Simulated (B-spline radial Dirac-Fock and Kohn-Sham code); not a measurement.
# An X-ray data sheet for Mo⁴⁺, step by step

Aim: for the Mo⁴⁺ ion, compute its X-ray form factor and Compton profile and the binding energy of each subshell.

Method: a free atom or ion on a radial basis; each step names its model; computed with B-spline radial Dirac-Fock and Kohn-Sham code, version 2.

## Step 1: What is computed

Mo⁴⁺, configuration [Kr] 4d1 5p1 (an excited configuration).

```yaml
nuclear_charge: 42
electrons: 38
mass_number: 98
nuclear_rms_radius: 4.4091 fm
```

## Step 2: X-ray scattering functions

Model: Dirac-Fock average of configuration, finite nucleus; form factor of the spherical density, Waller-Hartree incoherent function, impulse-approximation Compton profiles.

The run's settings:

```ini
task = scatter
Z = 42
charge = 4
configuration = 1s2 2s2 2p6 3s2 3p6 3d10 4s2 4p6 4d1 5p1
mass_number = 98
rms_radius = 4.4091  # fm
s = [0.0, 0.05, 0.1, 0.15, 0.2, 0.25, 0.3, 0.35, 0.4, 0.45, 0.5, 0.6, 0.7, 0.8, 0.9, 1.0, 1.1, 1.2, 1.4, 1.6, 1.8, 2.0, 2.5, 3.0, 3.5, 4.0, 5.0, 6.0]  # 1/A
pz = [0, 0.1, 0.2, 0.3, 0.4, 0.5, 0.6, 0.8, 1.0, 1.2, 1.4, 1.6, 1.8, 2.0, 2.5, 3.0, 4.0, 5.0, 7.0, 10.0, 15.0, 20.0, 30.0, 40.0, 60.0, 100.0]  # a.u.
photon_energy = [1000, 2000, 5000, 17479.3, 20000, 30000, 100000, 1000000]  # eV
```

## Step 3: Core and valence levels

Model: Dirac-Fock average of configuration, Delta-SCF, finite nucleus, first-order Breit with its frequency dependence, self-energy and vacuum polarisation.

The run's settings:

```ini
task = binding
```

What does the calculation give? Wanted: rms radius of the electron cloud; form factor halves at; Compton profile at zero; deepest level listed, K; least bound, O2,3; Kα1.

The runs gave:

```
                        quantity         value
rms radius of the electron cloud    0.854 bohr
           form factor halves at      0.63 1/Å
         Compton profile at zero  5.624 1/a.u.
    deepest level listed, K (1s)    20068.2 eV
          least bound, O2,3 (5p)      34.62 eV
                             Kα1    17476.8 eV
```

What this shows: f falls from 38 to half of that at s = 0.63 1/Å. Incoherent scattering outweighs coherent from 100 keV on, among the energies asked. The K (1s) level lies 55.1 eV under Koopmans' value by relaxation alone; Breit gives -36.31 and QED -18.08 eV. The Hartree-Fock and Dirac-Fock values hold no electron correlation.
